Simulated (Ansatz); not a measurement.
# Si12CO: the cost of one run

Computed with Ansatz 0.2.0 (DFT PBE, scalar-relativistic, plane waves, PAW, unless a step's input says otherwise).

42 further runs of the same task are left out: 42 set aside as unsound or not needed. Runs told in other sessions of the task aren't counted.

### 1 The starting structure

Symmetry: P1, No. 1, triclinic system. The conventional cell has a = 5.470 Å, b = 7.735 Å, c = 21.724 Å, α = 90.00°, β = 90.00°, γ = 90.00°. Around Si (site symmetry 1) lie 3 Si at 2.34 to 2.37 Å. Around Si (site symmetry 1) lie 4 Si at 2.33 to 2.35 Å. Only part of the 14 independent sites is listed.

As a file:

```
CELL_PARAMETERS angstrom
7.73507 0.00000 0.00000
0.00000 5.46952 0.00000
0.00000 0.00000 21.72384
ATOMIC_POSITIONS crystal
Si 0.25000 0.00000 0.18413
Si 0.75000 0.00000 0.18413
Si 0.00000 0.25000 0.18413
Si 0.50000 0.25000 0.18413
Si 0.00000 0.50244 0.27104
Si 0.50000 0.50244 0.27104
Si 0.25000 0.74756 0.27104
Si 0.75000 0.74756 0.27104
Si 0.25000 0.00986 0.35555
Si 0.75000 0.00986 0.35555
Si 0.00000 0.24014 0.35555
Si 0.50000 0.24014 0.35555
C 0.00000 0.00986 0.42229
O 0.96135 0.01490 0.47387
```

This is the geometry of the first run shown, built on a cell relaxed beforehand with the same method.

### 2 The scan

Atoms count from 1 in the order of the input.

CO stands on one site of a rigid substrate at a fixed height and bond length while its axis is turned; the height is held at 1.45 Å.

First coordinate, tilt of the C13-O14 axis from the surface normal: 7 values from 0 to 90 °. Second coordinate, azimuth of the C13-O14 axis from the diagonal of the surface cell: 12 values from 0 to 330 °, periodic.

Nothing else is relaxed. Points are written as (first, second).

### 3 The run at (15°, 120°)

The cell repeats along c, and a dipole correction in the vacuum removes the field between the copies.

Input file input.yaml:

```yaml
crystal:
  lattice:
    - [7.7350711403, 0.0, 0.0]
    - [0.0, 5.4695212563, 0.0]
    - [0.0, 0.0, 21.7238421161]
  atoms:
    - { symbol: Si, position: [0.25, 0.0, 0.1841294914] }
    - { symbol: Si, position: [0.75, 0.0, 0.1841294914] }
    - { symbol: Si, position: [0.0, 0.25, 0.1841294914] }
    - { symbol: Si, position: [0.5, 0.25, 0.1841294914] }
    - { symbol: Si, position: [0.0, 0.5024402206, 0.2710384099] }
    - { symbol: Si, position: [0.5, 0.5024402206, 0.2710384099] }
    - { symbol: Si, position: [0.25, 0.7475597794, 0.2710384099] }
    - { symbol: Si, position: [0.75, 0.7475597794, 0.2710384099] }
    - { symbol: Si, position: [0.25, 0.0098635024, 0.3555467801] }
    - { symbol: Si, position: [0.75, 0.0098635024, 0.3555467801] }
    - { symbol: Si, position: [0.0, 0.2401364976, 0.3555467801] }
    - { symbol: Si, position: [0.5, 0.2401364976, 0.3555467801] }
    - { symbol: C, position: [0.0, 0.0098635024, 0.4222937207] }
    - { symbol: O, position: [-0.0386504133, 0.0148998891, 0.4738717958] }
basis:
  ecutwfc: 420
kpoints:
  mp_grid: { grid: [4, 5, 1] }
hamiltonian:
  xc: pbe
  pseudopotentials: { kind: paw, azcp: { folder: soft_1 } }
scf:
  occupations: { method: gaussian, width: 0.05 }
output:
  forces: true
  eigenvalues: true
efield:
  axis: 3
  dipole_correction: true
  ramp_width: 0.04
```

Command:

```sh
$ ansatz run input.yaml --threads 1 --pin off --max-ram 3072MiB --backend cpu --events-out ev --progress --plain --runs-dir out
```

**Question.** How long does this run take on 1 thread of AMD EPYC 9R45 (Zen 5), shared host, and how much memory does it need?

About 19 s, with a peak of 0.94 GiB.
